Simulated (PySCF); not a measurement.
# Eu(NH2)3: other functionals and bases at one geometry

The task here is to estimate one member of a computed series from the others.

Method: several levels, as the steps say, no spin–orbit coupling; program: PySCF 2.14.0.

3 further runs of the same task are left out: 2 for a known fault of the program, 1 that didn't finish.

### The starting structure

10 atoms, charge 0, spin multiplicity 1.

Bond lengths: Eu1–N2 2.210 Å, Eu1–N5 2.210 Å, Eu1–N8 2.210 Å, N2–H3 1.021 Å, N2–H4 1.021 Å, N5–H6 1.021 Å, N5–H7 1.021 Å, N8–H9 1.021 Å, N8–H10 1.021 Å. Angles: N2–Eu1–N5 119.8°, N2–Eu1–N8 119.9°, N5–Eu1–N8 120.4°, Eu1–N2–H3 127.3°, Eu1–N2–H4 127.6°, H3–N2–H4 105.1°, Eu1–N5–H6 127.1°, Eu1–N5–H7 127.9°, H6–N5–H7 105.0°, Eu1–N8–H9 128.0°, Eu1–N8–H10 126.9°, H9–N8–H10 105.1°.

Geometry (Å):

| atom | x (Å) | y (Å) | z (Å) |
| --- | --- | --- | --- |
| Eu1 | -0.0060 | -0.0031 | 0.0190 |
| N2 | 2.2036 | -0.0010 | 0.0028 |
| H3 | 2.8224 | 0.8074 | 0.0810 |
| H4 | 2.8270 | -0.8041 | -0.0934 |
| N5 | -1.1037 | 1.9043 | 0.2241 |
| H6 | -0.7021 | 2.8382 | 0.3217 |
| H7 | -2.1146 | 2.0486 | 0.2304 |
| N8 | -1.1061 | -1.9053 | -0.2169 |
| H9 | -2.1170 | -2.0481 | -0.2395 |
| H10 | -0.7035 | -2.8369 | -0.3292 |

Formal oxidation states: Eu +3. Each metal's 6 4f electrons lie in its core potential, so multiplicities, spins and levels count the valence alone. An earlier session relaxed this geometry at PBE0, Eu lcecp-1-SVP with ECP52, N def2-SVP, H def2-SVP (singlet, point group C3v).

At PBE0 on the finer grid: E = -202.939191 Eh, HOMO -5.97 eV, LUMO -1.08 eV, Mulliken charge on Eu1 +0.92 e, largest force component 0.012 eV/Å. 

Levels to run: BP86; PBE; CAM-B3LYP; wB97X; PBE0, TZVP. Hardware: 2 threads of Arm Neoverse V1, shared host.

Set-up of the first run:

run.py (the lines that set the calculation)

```python
mol = gto.M(atom='''
Eu    -0.00604    -0.00312     0.01900
N      2.20362    -0.00097     0.00283
H      2.82245     0.80738     0.08096
H      2.82698    -0.80406    -0.09335
N     -1.10373     1.90432     0.22407
H     -0.70210     2.83819     0.32169
H     -2.11460     2.04860     0.23038
N     -1.10612    -1.90531    -0.21687
H     -2.11698    -2.04813    -0.23954
H     -0.70349    -2.83691    -0.32919''',
    basis={'Eu': 'lcecp-1-SVP', 'N': 'def2-SVP', 'H': 'def2-SVP'},
    ecp={'Eu': 'lcecp-1-SVP'},
    charge=0, spin=0)
mf = dft.RKS(mol, xc='B88,P86')
mf.grids.atom_grid = (75, 302)  # f atoms: unpruned, at least (60, 302)
mf = mf.density_fit()  # fitting sets: Eu AutoAux, N def2-universal-JKFIT, H def2-universal-JKFIT
mf.conv_tol = 1e-08; mf.max_cycle = 55
mf.kernel(dm0)  # dm0: the density of the relaxed state
```

Started as:

```sh
OMP_NUM_THREADS=2 python run.py
```

Steps of the session up to this table: BP86; PBE; CAM-B3LYP; wB97X; PBE0, TZVP.

One table of the session follows, with a row left open; its other results are not shown here.

| level | HOMO (eV) | gap (eV) | charge on Eu1 (e) | largest force component (eV/Å) |
| --- | --- | --- | --- | --- |
| PBE0 (relaxed here) | -5.97 | 4.89 | 0.92 | 0.01 |
| BP86 | -4.75 | 2.97 | 0.73 | 0.45 |
| PBE | -4.64 | 2.89 | 0.72 | 0.39 |
| CAM-B3LYP | ? | ? | ? | ? |
| wB97X | -8.43 | 8.91 | 0.94 | 0.14 |
| PBE0, TZVP | -6.15 | 5.00 | 1.54 | 0.46 |

Q: Estimate the row for CAM-B3LYP from the others.

As computed: HOMO (eV): -7.37; gap (eV): 6.96; charge on Eu1 (e): 0.90; largest force component (eV/Å): 0.07. In the column «HOMO (eV)» it lies between wB97X (-8.43) and PBE0, TZVP (-6.15).

In one basis the HOMO–LUMO gap runs from 2.89 eV (PBE) to 8.91 eV (wB97X). The largest leftover force, 0.46 eV/Å with PBE0, TZVP, stands at a geometry relaxed at another level. With 4f in the core, its levels are missing from HOMO and gap, and its count is fixed, so no charge can pass from the ligands into it. Total energies of different levels can't be compared.
